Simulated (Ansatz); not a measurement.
# MgBe2I6: the cost of one run

Computed with Ansatz 0.2.0 (DFT PBE, scalar-relativistic, plane waves, PAW, unless a step's input says otherwise).

**1. The starting structure**

The structure is trigonal, space group R-3 (No. 148). Conventional cell: a = 7.229 Å, b = 7.229 Å, c = 24.673 Å, α = 90.00°, β = 90.00°, γ = 120.00°. Mg (site symmetry -3) has 6 I at 2.97 Å as nearest neighbours. Around Be (site symmetry 3) lie 3 I at 2.32 Å. I (site symmetry 1) has 1 Be at 2.32 Å and 1 Mg at 2.97 Å as nearest neighbours.

Coordinates:

```
Mg Be I
1.0
     3.61455    2.08686    8.22440
    -3.61455    2.08686    8.22440
     0.00000   -4.17372    8.22440
Mg Be I
1 2 6
Direct
  0.00000 0.00000 0.00000
  0.26791 0.26791 0.26791
  0.73209 0.73209 0.73209
  0.05013 0.41137 0.75609
  0.75609 0.05013 0.41137
  0.41137 0.75609 0.05013
  0.94987 0.58863 0.24391
  0.24391 0.94987 0.58863
  0.58863 0.24391 0.94987
```

The start is the relaxed end of an invented cell (made as: perovskite family, tilts a-a-a-, rock order on B (R-3, No. 148)), taken up again for a closer look.

**2. Probe: one point on a coarse mesh**

File input.yaml:

```yaml
crystal:
  lattice:
    - [3.6145457, 2.0868589, 8.2244015]
    - [-3.6145457, 2.0868589, 8.2244015]
    - [0.0, -4.1737179, 8.2244015]
  atoms:
    - { symbol: Mg, position: [0.0, 0.0, 0.0] }
    - { symbol: Be, position: [0.26791, 0.26791, 0.26791] }
    - { symbol: Be, position: [0.73209, 0.73209, 0.73209] }
    - { symbol: I, position: [0.050127, 0.411371, 0.756088] }
    - { symbol: I, position: [0.756088, 0.050127, 0.411371] }
    - { symbol: I, position: [0.411371, 0.756088, 0.050127] }
    - { symbol: I, position: [0.949873, 0.588629, 0.243912] }
    - { symbol: I, position: [0.243912, 0.949873, 0.588629] }
    - { symbol: I, position: [0.588629, 0.243912, 0.949873] }
basis:
  ecutwfc: 420
kpoints:
  mp_grid: { grid: [3, 3, 3] }
hamiltonian:
  xc: pbe
scf:
  occupations: { method: gaussian, width: 0.1 }
  lower_state_search: "off"
output:
  forces: true
  stress: true
  eigenvalues: true
```

The run is started by

```sh
ansatz run input.yaml --threads 4 --pin off --max-ram 8192MiB --backend cpu --events-out ev --progress --plain --runs-dir out
```

What time and memory should one allow on 4 threads of Arm Neoverse V2, shared host?

About 3 s, with a peak of 0.97 GiB.
